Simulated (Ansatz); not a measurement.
# CH₇BNP: up Jacob's ladder to CCSD(T)

Aim: compute CH₇BNP with functionals from several rungs and with coupled cluster. The yardstick is the atomisation energy at the CCSD(T) limit.

The runs use Ansatz 0.2.0, Gaussian basis; functionals in def2-TZVPP, the program's frozen cores in correlated methods.

Levels to be run: LDA (SPW92), PBE-D4, revPBE-D4, BLYP-D4, r2SCAN-D4, B97M-V, PBE0-D4, B3LYP-D4, r2SCANh-D4, r2SCAN0-D4, HSE06-D4, BHLYP-D4, CAM-B3LYP-D4, LC-ωPBE, ωB97X-V, ωB97M-V, B2PLYP, PBE-QIDH; CCSD(T)/def2-SVP; CCSD(T)/def2-TZVPP; MP2/def2-QZVPP; extrapolation to the limit; RPA on PBE.

## (1) The geometry

The geometry comes from an earlier relaxation with PBE0-D4 in a triple-zeta def2 set; it is a stationary point, not always the lowest conformer.

11 atoms, charge 0, spin multiplicity 1.

Atoms are counted from 1 here; the program's logs count them from 0.

Bond lengths: C1–B2 1.573 Å, C1–H5 1.094 Å, C1–H6 1.094 Å, C1–H7 1.095 Å, B2–N3 1.394 Å, B2–P4 1.936 Å, N3–H8 1.005 Å, N3–H9 1.007 Å, P4–H10 1.420 Å, P4–H11 1.417 Å. Angles: B2–C1–H5 111.6°, B2–C1–H6 113.3°, B2–C1–H7 110.2°, H5–C1–H6 107.9°, H5–C1–H7 105.9°, H6–C1–H7 107.6°, C1–B2–N3 120.8°, C1–B2–P4 119.5°, N3–B2–P4 119.5°, B2–N3–H8 124.1°, B2–N3–H9 122.3°, H8–N3–H9 113.6°, B2–P4–H10 98.9°, B2–P4–H11 97.1°, H10–P4–H11 95.0°.

## (2) LDA

This LDA is Slater exchange with PW92 correlation.

in.yaml

```yaml
crystal:
  periodic: [false, false, false]
  atoms:
    - {symbol: C, position_ang: [-1.093222, 0.922586, -0.128032]}
    - {symbol: B, position_ang: [0.002902, -0.179788, 0.111867]}
    - {symbol: N, position_ang: [0.427127, -0.495920, 1.401394]}
    - {symbol: P, position_ang: [0.670948, -1.204851, -1.389127]}
    - {symbol: H, position_ang: [-1.903535, 0.553239, -0.763722]}
    - {symbol: H, position_ang: [-1.537033, 1.299327, 0.798301]}
    - {symbol: H, position_ang: [-0.659595, 1.776561, -0.659212]}
    - {symbol: H, position_ang: [1.134077, -1.179243, 1.610951]}
    - {symbol: H, position_ang: [0.043310, -0.049757, 2.218369]}
    - {symbol: H, position_ang: [2.007227, -1.393277, -0.948840]}
    - {symbol: H, position_ang: [0.973292, -0.105678, -2.231450]}
basis:
  gaussian: {orbitals: def2-TZVPP}
hamiltonian: {xc: lda}
output: {orbitals: {seedname: orbitals}}
```

The runs that follow: PBE-D4 (GGA); revPBE-D4 (GGA); BLYP-D4 (GGA); r2SCAN-D4 (meta-GGA); B97M-V (meta-GGA); PBE0-D4 (hybrid); B3LYP-D4 (hybrid); r2SCANh-D4 (hybrid); r2SCAN0-D4 (hybrid); HSE06-D4 (hybrid); BHLYP-D4 (hybrid); CAM-B3LYP-D4 (range-separated); LC-ωPBE (range-separated); ωB97X-V (range-separated); ωB97M-V (range-separated); B2PLYP (double hybrid); PBE-QIDH (double hybrid); CCSD(T) in def2-SVP; CCSD(T) in def2-TZVPP; MP2 in def2-QZVPP; RPA on PBE orbitals.

Q: Predict the results of all the runs planned. Wanted: atomisation energy, CCSD(T)/CBS; farthest beyond LDA; mean size of error, GGA; mean size of error, meta-GGA; mean size of error, hybrid; mean size of error, range-separated; mean size of error, double hybrid; gap, smallest and largest; T1 diagnostic.

**Answer**, as computed:

| quantity | value |
| --- | --- |
| atomisation energy, CCSD(T)/CBS | 935.8 kcal/mol |
| functionals within 4.7 kcal/mol (0.5 %) | revPBE-D4, r2SCANh-D4, LC-ωPBE, B2PLYP, PBE-QIDH |
| farthest beyond LDA | PBE-D4 (+20.6 kcal/mol) |
| mean size of error, GGA | 9.6 kcal/mol |
| mean size of error, meta-GGA | 8.3 kcal/mol |
| mean size of error, hybrid | 7.4 kcal/mol |
| mean size of error, range-separated | 8.6 kcal/mol |
| mean size of error, double hybrid | 4.2 kcal/mol |
| gap, smallest and largest | 5.06 eV (LDA (SPW92)), 12.03 eV (LC-ωPBE) |
| T1 diagnostic | 0.0128 |
| triples share of the correlation energy | 3.9 % |

LDA overbinds by 131.7 kcal/mol (14 %). PBE-D4 misses by +20.6 kcal/mol. Double hybrids carry the basis error of their MP2 part in triple zeta, and no dispersion term here, so their miss is partly the set-up's. Taken by rung, double hybrid functionals do best (4.2 kcal/mol on average) and GGA ones worst beyond LDA (9.6 kcal/mol). Misses under about 4.7 kcal/mol are within the doubt on the reference itself, which lacks core-valence correlation, relativity and higher excitations. Hartree-Fock recovers 73 % of the binding; the rest is correlation. CCSD(T) in def2-SVP is off by -52.6 kcal/mol, worse than the median functional, from the basis alone. The gap grows from 5.1 to 12.0 eV across the functionals, mostly with the share of exact exchange.
